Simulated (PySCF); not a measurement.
**BGeNH6 (SMILES B[NH][GeH3]) at 5 levels**

We compute a comparison of 5 runs (HF/def2-SVP, BLYP/6-31G*, B3LYP/6-31G*, BP86/def2-SVP, M06-2X/def2-SVPD) of BGeNH6. 

Program for the calculation: PySCF 2.14.0.

## (1) The system as given

The species is BGeNH6 (9 atoms), meant as a singlet with charge 0. SMILES: `B[NH][GeH3]`. The coordinates come from a PBE0-D4/def2-TZVP relaxation.

Bond lengths: B1–N2 1.392 Å, N2–Ge3 1.854 Å, B1–H4 1.199 Å, B1–H5 1.199 Å, N2–H6 1.010 Å, Ge3–H7 1.538 Å, Ge3–H8 1.530 Å, Ge3–H9 1.538 Å. Some angles: B1–N2–Ge3 126.2°, B1–N2–H6 117.9°, Ge3–N2–H6 115.9°, N2–B1–H4 119.2°, N2–B1–H5 119.6°, N2–Ge3–H7 109.1°, N2–Ge3–H8 106.5°, N2–Ge3–H9 109.1°, H4–B1–H5 121.2°, H7–Ge3–H8 111.5°.

## (2) Energy and gradient at HF/def2-SVP (run 1)

job.py

```python
from pyscf import gto, scf

mol = gto.M(
    atom='''
B     -1.651621     1.189583    -2.197563
N     -0.044031     1.298431    -0.118486
Ge     1.257046    -1.438837     1.637637
H     -2.301497    -0.832802    -2.987657
H     -2.360457     3.112379    -3.164913
H      0.479801     3.020538     0.514950
H      4.160421    -1.350776     1.521041
H      0.217130    -3.808176     0.348843
H      0.410637    -1.277455     4.413833
''',
    verbose=4,
    basis='def2-svp',
    unit='bohr',
    max_memory=1860,
)

calc0 = scf.RHF(mol)
calc0.conv_tol = 1e-10
calc0.kernel()
if not calc0.converged:
    calc0 = calc0.newton().run(calc0.mo_coeff, calc0.mo_occ)

e_final = calc0.e_tot
print('E(%s) = %.9f' % ('HF', e_final))
grad = calc0.nuc_grad_method().kernel()
calc0.analyze()
```

The run is started by

```console
$ OMP_NUM_THREADS=1 python job.py
```

Output:

```text
PySCF version 2.14.0

[... 65 lines left out ...]
converged SCF energy = -2157.70249666725
[... 26 lines left out ...]
MO #6   energy= -15.5510960226674  occ= 2
[... 11 lines left out ...]
MO #18  energy= -0.744705635097353 occ= 2
[... 11 lines left out ...]
MO #30  energy= 0.212078813059957  occ= 0
[... 11 lines left out ...]
MO #42  energy= 0.605667671950774  occ= 0
[... 11 lines left out ...]
MO #54  energy= 1.15990722233436   occ= 0
[... 11 lines left out ...]
MO #66  energy= 1.87146631334055   occ= 0
[... 11 lines left out ...]
MO #78  energy= 2.50019653925348   occ= 0
[... 11 lines left out ...]
MO #90  energy= 3.68959673120629   occ= 0
[... 102 lines left out ...]
Dipole moment(X, Y, Z, Debye):  0.97829,  0.15169,  1.26388
```

Run time: 7.5 s. Hardware: 1 thread of Arm Neoverse V1, shared host; peak memory 0.18 GiB.

## (3) Energy and forces at BLYP/6-31G(d) (spherical functions) (run 2)

job.py

```python
import pyscf.grad
from pyscf import gto, dft

molecule = gto.M(
    atom='''
B   -0.874000   0.629500  -1.162900
N   -0.023300   0.687100  -0.062700
Ge   0.665200  -0.761400   0.866600
H   -1.217900  -0.440700  -1.581000
H   -1.249100   1.647000  -1.674800
H    0.253900   1.598400   0.272500
H    2.201600  -0.714800   0.804900
H    0.114900  -2.015200   0.184600
H    0.217300  -0.676000   2.335700
''',
    verbose=4,
    spin=0,
    max_memory=1860,
    charge=0,
    basis='6-31g*',
)

ks = dft.RKS(molecule)
ks.xc = 'blyp'
ks.grids.level = 5
ks.conv_tol = 1e-10
ks.kernel()
if not ks.converged:
    ks = ks.newton().run(ks.mo_coeff, ks.mo_occ)

e_tot = ks.e_tot
print(f'total energy: {e_tot:.8f} hartree')
grad = ks.Gradients().kernel()
ks.analyze()
```

The run is started by

```console
$ OMP_NUM_THREADS=1 python job.py
```

Output:

```text
PySCF version 2.14.0

[... 105 lines left out ...]
MO #2   energy= -49.2200876372017  occ= 2
[... 9 lines left out ...]
MO #12  energy= -1.10790032151423  occ= 2
[... 9 lines left out ...]
MO #22  energy= -0.3181830259976   occ= 2
[... 9 lines left out ...]
MO #32  energy= 0.134431844159157  occ= 0
[... 9 lines left out ...]
MO #42  energy= 0.459650396166644  occ= 0
[... 9 lines left out ...]
MO #52  energy= 0.962670653422139  occ= 0
[... 9 lines left out ...]
MO #62  energy= 1.76758356574992   occ= 0
[... 9 lines left out ...]
MO #72  energy= 3.3543172130065    occ= 0
[... 84 lines left out ...]
Dipole moment(X, Y, Z, Debye):  1.15587,  0.19014,  1.49264
```

Run time: 26 s. Hardware: 1 thread of Arm Neoverse V1, shared host; peak memory 0.71 GiB.

Runs 3 to 4 aren't shown in full; the table further down has their settings and results.

## (4) Energy and gradient at M06-2X/def2-SVPD (run 5)

job.py

```python
import pyscf.grad
from pyscf import gto, dft

mol = gto.M(
    atom='''
B       -0.874000       0.629500      -1.162900
N       -0.023300       0.687100      -0.062700
Ge       0.665200      -0.761400       0.866600
H       -1.217900      -0.440700      -1.581000
H       -1.249100       1.647000      -1.674800
H        0.253900       1.598400       0.272500
H        2.201600      -0.714800       0.804900
H        0.114900      -2.015200       0.184600
H        0.217300      -0.676000       2.335700
''',
    charge=0,
    verbose=4,
    basis='def2-svpd',
    max_memory=1860,
    spin=0,
)

calc0 = dft.RKS(mol, xc='m06-2x')
calc0.conv_tol = 1e-10
calc0.grids.level = 5
calc0.kernel()
if not calc0.converged:
    calc0 = calc0.newton().run(calc0.mo_coeff, calc0.mo_occ)

etot = calc0.e_tot
print('E(%s) = %.9f' % ('M06-2X', etot))
grad = calc0.Gradients().kernel()
dip = calc0.dip_moment()
pop, q = calc0.mulliken_pop()
```

The run is started by

```console
$ OMP_NUM_THREADS=1 python job.py
```

Output:

```text
PySCF version 2.14.0

[... 78 lines left out ...]
converged SCF energy = -2159.88359805616
[... 13 lines left out ...]
Dipole moment(X, Y, Z, Debye):  1.02682,  0.11972,  1.32746
[... 136 lines left out ...]
charge of    8H =      0.02819
```

Wall time 98 s (1 thread of Arm Neoverse V1, shared host); peak memory 1.3 GiB.

## (5) The series

```
run                               level  integration grid  Cartesian functions   energy (Eh)  dipole moment (D)  HOMO energy (eV)  LUMO energy (eV)  wall time
  1                         HF/def2-SVP                 –                   no  -2157.702497               1.61            -11.40              3.92      7.5 s
  2   BLYP/6-31G* (spherical functions)                 5                   no  -2159.948233               1.90             -6.61             -0.17       26 s
  3  B3LYP/6-31G* (Cartesian functions)                 5                  yes  -2160.005862               1.84             -7.83              0.33       30 s
  4                       BP86/def2-SVP                 5                   no  -2160.176259               1.93             -7.08             -0.72       31 s
  5                    M06-2X/def2-SVPD                 5                   no  -2159.883598               1.68             -9.62              0.56       98 s
```

## (6) What came out

| quantity | value |
| --- | --- |
| run 5: total energy | -2159.88360 Eh |
| run 5: dipole moment | 1.68 D |
| run 5: HOMO energy | -9.62 eV |
| run 5: LUMO energy | 0.56 eV |
| run 5: HOMO–LUMO gap | 10.18 eV |
| run 5: largest force on an atom | 0.220 eV/Å |

What this shows: The dipole moment (its size) runs from 1.61 D (HF/def2-SVP) to 1.93 D (BP86/def2-SVP). The HOMO–LUMO gap runs from 6.35 eV (BP86/def2-SVP) to 15.32 eV (HF/def2-SVP). Exact exchange widens orbital gaps. Totals of different functionals can't be ranked against each other. All runs together took 3.2 min, the longest 98 s.
